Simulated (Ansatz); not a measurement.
**CH₃BClFO: basis-set convergence**

Aim: see how fast density functionals converge with the basis set for CH₃BClFO.

Computed with Ansatz 0.2.0, Gaussian basis. Level: one geometry, several basis sets.

Levels to be run: PBE0-D4/def2-SVP; ωB97M-V/def2-SVP; PBE0-D4/def2-QZVPP; ωB97M-V/def2-QZVPP; the functionals' def2-TZVPP values are taken from earlier runs.

## 1. The relaxed structure

An earlier PBE0-D4 in a triple-zeta def2 set relaxation fixed the geometry.

SMILES `OC(F)BCl`, 8 atoms, charge 0, spin multiplicity 1.

Atoms are counted from 1 here; the program's logs count them from 0.

Bond lengths: O1–C2 1.377 Å, O1–H6 0.962 Å, C2–F3 1.399 Å, C2–B4 1.589 Å, C2–H7 1.097 Å, B4–Cl5 1.733 Å, B4–H8 1.189 Å. Angles: C2–O1–H6 109.9°, O1–C2–F3 110.4°, O1–C2–B4 107.3°, O1–C2–H7 112.0°, F3–C2–B4 106.9°, F3–C2–H7 105.2°, B4–C2–H7 114.8°, C2–B4–Cl5 119.9°, C2–B4–H8 120.8°, Cl5–B4–H8 119.3°.

## 2. PBE0-D4 in def2-SVP

The input, in.yaml:

```yaml
crystal:
  periodic: [false, false, false]
  atoms:
    - {symbol: O, position_ang: [-0.045544, 0.346895, 1.395699]}
    - {symbol: C, position_ang: [0.458898, 0.058770, 0.147328]}
    - {symbol: F, position_ang: [1.315070, -1.045417, 0.209214]}
    - {symbol: B, position_ang: [-0.767165, -0.356727, -0.774672]}
    - {symbol: Cl, position_ang: [-1.105675, 0.541101, -2.217197]}
    - {symbol: H, position_ang: [0.620530, 0.802361, 1.920178]}
    - {symbol: H, position_ang: [1.073178, 0.877479, -0.246575]}
    - {symbol: H, position_ang: [-1.457192, -1.281562, -0.489875]}
basis:
  gaussian: {orbitals: def2-SVP}
hamiltonian: {xc: pbe0, dispersion: d4}
output: {orbitals: {seedname: orbitals}}
```

Run with:

```bash
> ansatz run in.yaml --threads 2 --pin off --events-out ev --progress --plain --max-ram 4352MiB
```

Output:

```text
Functional definition: PBE0
  name "PBE0"
  cite "Adamo & Barone, J. Chem. Phys. 110, 6158 (1999) doi:10.1063/1.478522"
  cite "Perdew, Burke & Ernzerhof, Phys. Rev. Lett. 77, 3865 (1996) doi:10.1103/PhysRevLett.77.3865"
  parent pbe
  parameter a = 0.25
  parameter kappa = 0.804
  parameter beta = 0.06672455060314922
  exchange = (1 - a)*pbe_x(kappa = kappa, mu = beta*pi^2/3) + a*exact_x
  correlation = pbe_c(beta = beta)
861 factors; integrals over basis functions are off by at most 1.3e-3 eV
mean field evaluation 1: about -19026.2874 eV, gradient 3.9e1 eV
mean field evaluation 2: about -19024.9091 eV, gradient 4.8e1 eV
mean field evaluation 4: about -19029.0306 eV, gradient 2.1e0 eV
mean field evaluation 8: about -19029.2672 eV, gradient 3.6e-1 eV
mean field evaluation 16: about -19029.2675 eV, gradient 3.1e-5 eV
mean field -19029.26752358 eV, -699.3126829909 hartree, gradient 3.1e-5 eV, S^2 0.000000; 0 other end points of the search recorded, 0 dependent functions left out
reference -19029.26754374 eV, -699.3126837315 hartree; 24, 24 occupied and 65, 65 virtual orbitals, 861 factors
Total energy: -19029.38640655 eV, -699.3170518592 hartree
```

Wall time 1.2 s (2 threads of Arm Neoverse V2, shared host).

## 3. ωB97M-V in def2-SVP

Edit in.yaml of step 2 so:

```diff
@@ -13,3 +13,3 @@
   gaussian: {orbitals: def2-SVP}
-hamiltonian: {xc: pbe0, dispersion: d4}
+hamiltonian: {xc: {name: wB97M-V}}
 output: {orbitals: {seedname: orbitals}}
```

Launched as before.

Output:

```text
Functional definition: wB97M-V
  name "wB97M-V"
  cite "Mardirossian & Head-Gordon, J. Chem. Phys. 144, 214110 (2016) doi:10.1063/1.4952647"
  cite "Becke, J. Chem. Phys. 107, 8554 (1997) doi:10.1063/1.475007"
  cite "Vydrov & Van Voorhis, J. Chem. Phys. 133, 244103 (2010) doi:10.1063/1.3521275"
  # Of w^i u^j: cxij and so on, Table III.
  parameter omega = 0.3/bohr
  parameter cx = 0.15
  parameter cx01 = 1.007
  parameter cx10 = 0.259
  parameter css00 = 0.443
  parameter css04 = -1.437
  parameter css10 = -4.535
  parameter css20 = -3.390
  parameter css43 = 4.278
  parameter cos00 = 1.000
  parameter cos10 = 1.358
  parameter cos20 = 2.924
  parameter cos21 = -8.812
  parameter cos60 = -1.390
  parameter cos61 = 9.142
  parameter b = 6.0
  parameter c = 0.01
  gx(w, u) = 1 - cx + cx01*u + cx10*w
  gss(w, u) = css00 + css04*u^4 + css10*w + css20*w^2 + css43*w^4*u^3
  gos(w, u) = cos00 + cos10*w + (cos20 + cos21*u)*w^2 + (cos60 + cos61*u)*w^6
  exchange = spin_sum(e_x_unif_sr(omega)*gx(b97_w, b97_u_x)) + cx*exact_x_sr(omega) + exact_x_lr(omega)
  correlation = spin_sum(e_c_pw_mod_same_spin*gss(b97_w, b97_u_same))
      + integral(e_c_pw_mod_opposite_spin*gos(b97_w_opposite, b97_u_opposite)) + vv10(b, c)
861 factors; integrals over basis functions are off by at most 1.3e-3 eV
211 factors; integrals over basis functions are off by at most 8.5e-6 eV
mean field evaluation 1: about -19035.1062 eV, gradient 3.6e1 eV
mean field evaluation 2: about -19035.6168 eV, gradient 3.4e1 eV
mean field evaluation 4: about -19037.4443 eV, gradient 9.2e-1 eV
mean field evaluation 8: about -19037.5816 eV, gradient 1.5e-1 eV
mean field evaluation 16: about -19037.5816 eV, gradient 8.0e-5 eV
mean field -19037.58163018 eV, -699.6182207726 hartree, gradient 8.0e-5 eV, S^2 0.000000; 0 other end points of the search recorded, 0 dependent functions left out
reference -19037.58166273 eV, -699.6182219690 hartree; 24, 24 occupied and 65, 65 virtual orbitals, 861 factors
Total energy: -19037.58166273 eV, -699.6182219690 hartree
```

It took 5.5 s on 2 threads of Arm Neoverse V2, shared host.

## 4. PBE0-D4 in def2-QZVPP

Edit in.yaml of step 3 so:

```diff
@@ -12,4 +12,4 @@
 basis:
-  gaussian: {orbitals: def2-SVP}
-hamiltonian: {xc: {name: wB97M-V}}
+  gaussian: {orbitals: "def2-QZVPP.json"}
+hamiltonian: {xc: pbe0, dispersion: d4}
 output: {orbitals: {seedname: orbitals}}
```

Same command.

Output:

```text
Functional definition: PBE0
  name "PBE0"
  cite "Adamo & Barone, J. Chem. Phys. 110, 6158 (1999) doi:10.1063/1.478522"
  cite "Perdew, Burke & Ernzerhof, Phys. Rev. Lett. 77, 3865 (1996) doi:10.1103/PhysRevLett.77.3865"
  parent pbe
  parameter a = 0.25
  parameter kappa = 0.804
  parameter beta = 0.06672455060314922
  exchange = (1 - a)*pbe_x(kappa = kappa, mu = beta*pi^2/3) + a*exact_x
  correlation = pbe_c(beta = beta)
1289 factors; their error is unknown
mean field evaluation 1: about -19037.7505 eV, gradient 4.9e1 eV
mean field evaluation 2: about -19034.0467 eV, gradient 6.7e1 eV
mean field evaluation 4: about -19042.0102 eV, gradient 3.8e0 eV
mean field evaluation 8: about -19042.0463 eV, gradient 4.9e-1 eV
mean field evaluation 16: about -19042.0465 eV, gradient 3.8e-5 eV
mean field -19042.04654537 eV, -699.7823033798 hartree, gradient 3.8e-5 eV, S^2 0.000000; 0 other end points of the search recorded, 0 dependent functions left out
reference -19042.04657701 eV, -699.7823045422 hartree; 24, 24 occupied and 364, 364 virtual orbitals, 1289 factors
Total energy: -19042.16543981 eV, -699.7866726698 hartree
```

Run time: 9 s. Hardware: 2 threads of Arm Neoverse V2, shared host; peak memory 1.1 GiB.

## 5. ωB97M-V in def2-QZVPP

Edit in.yaml of step 4 so:

```diff
@@ -13,3 +13,3 @@
   gaussian: {orbitals: "def2-QZVPP.json"}
-hamiltonian: {xc: pbe0, dispersion: d4}
+hamiltonian: {xc: {name: wB97M-V}}
 output: {orbitals: {seedname: orbitals}}
```

The command is unchanged.

Output:

```text
Functional definition: wB97M-V
  name "wB97M-V"
  cite "Mardirossian & Head-Gordon, J. Chem. Phys. 144, 214110 (2016) doi:10.1063/1.4952647"
  cite "Becke, J. Chem. Phys. 107, 8554 (1997) doi:10.1063/1.475007"
  cite "Vydrov & Van Voorhis, J. Chem. Phys. 133, 244103 (2010) doi:10.1063/1.3521275"
  # Of w^i u^j: cxij and so on, Table III.
  parameter omega = 0.3/bohr
  parameter cx = 0.15
  parameter cx01 = 1.007
  parameter cx10 = 0.259
  parameter css00 = 0.443
  parameter css04 = -1.437
  parameter css10 = -4.535
  parameter css20 = -3.390
  parameter css43 = 4.278
  parameter cos00 = 1.000
  parameter cos10 = 1.358
  parameter cos20 = 2.924
  parameter cos21 = -8.812
  parameter cos60 = -1.390
  parameter cos61 = 9.142
  parameter b = 6.0
  parameter c = 0.01
  gx(w, u) = 1 - cx + cx01*u + cx10*w
  gss(w, u) = css00 + css04*u^4 + css10*w + css20*w^2 + css43*w^4*u^3
  gos(w, u) = cos00 + cos10*w + (cos20 + cos21*u)*w^2 + (cos60 + cos61*u)*w^6
  exchange = spin_sum(e_x_unif_sr(omega)*gx(b97_w, b97_u_x)) + cx*exact_x_sr(omega) + exact_x_lr(omega)
  correlation = spin_sum(e_c_pw_mod_same_spin*gss(b97_w, b97_u_same))
      + integral(e_c_pw_mod_opposite_spin*gos(b97_w_opposite, b97_u_opposite)) + vv10(b, c)
1273 factors; their error is unknown
286 factors; integrals over basis functions are off by at most 1.9e-5 eV
mean field evaluation 1: about -19047.4940 eV, gradient 4.3e1 eV
mean field evaluation 2: about -19047.8676 eV, gradient 4.3e1 eV
mean field evaluation 4: about -19050.4877 eV, gradient 1.6e0 eV
mean field evaluation 8: about -19050.4931 eV, gradient 5.1e-2 eV
mean field evaluation 16: about -19050.4936 eV, gradient 1.0e-4 eV
mean field -19050.49362811 eV, -700.0927279447 hartree, gradient 1.1e-5 eV, S^2 0.000000; 0 other end points of the search recorded, 0 dependent functions left out
reference -19050.49367893 eV, -700.0927298123 hartree; 24, 24 occupied and 364, 364 virtual orbitals, 1273 factors
Total energy: -19050.49367893 eV, -700.0927298123 hartree
```

Wall time 22 s (2 threads of Arm Neoverse V2, shared host); peak memory 1.2 GiB.

## 6. Density functionals: the series

The def2-TZVPP values come from earlier runs at the same geometry.

| functional | basis | functions | energy (eV) | from the largest (eV) | HOMO (eV) | LUMO (eV) |
| --- | --- | --- | --- | --- | --- | --- |
| PBE0-D4 | def2-SVP | 89 | -19029.3864 | 12.779 | -8.46 | -1.64 |
| PBE0-D4 | def2-TZVPP | 208 | -19041.4477 | 0.718 | -8.63 | -1.86 |
| PBE0-D4 | def2-QZVPP | 388 | -19042.1654 | 0.000 | -8.67 | -1.91 |
| ωB97M-V | def2-SVP | 89 | -19037.5817 | 12.912 | -10.74 | 0.51 |
| ωB97M-V | def2-TZVPP | 208 | -19049.8104 | 0.683 | -10.94 | 0.22 |
| ωB97M-V | def2-QZVPP | 388 | -19050.4937 | 0.000 | -10.99 | 0.14 |

## 7. What came out

| quantity | value |
| --- | --- |
| PBE0-D4: double and triple zeta above quadruple | 12.78, 0.72 eV |
| ωB97M-V: double and triple zeta above quadruple | 12.91, 0.68 eV |

In words: For PBE0-D4 the step from double to triple zeta gains 12.06 eV and the next only 0.72 eV. These are total energies; as a rule much of such shifts cancels in differences, which this series doesn't test.

For PBE0-D4 the largest set took about 8 times as long as the smallest (9 s against 1.2 s).
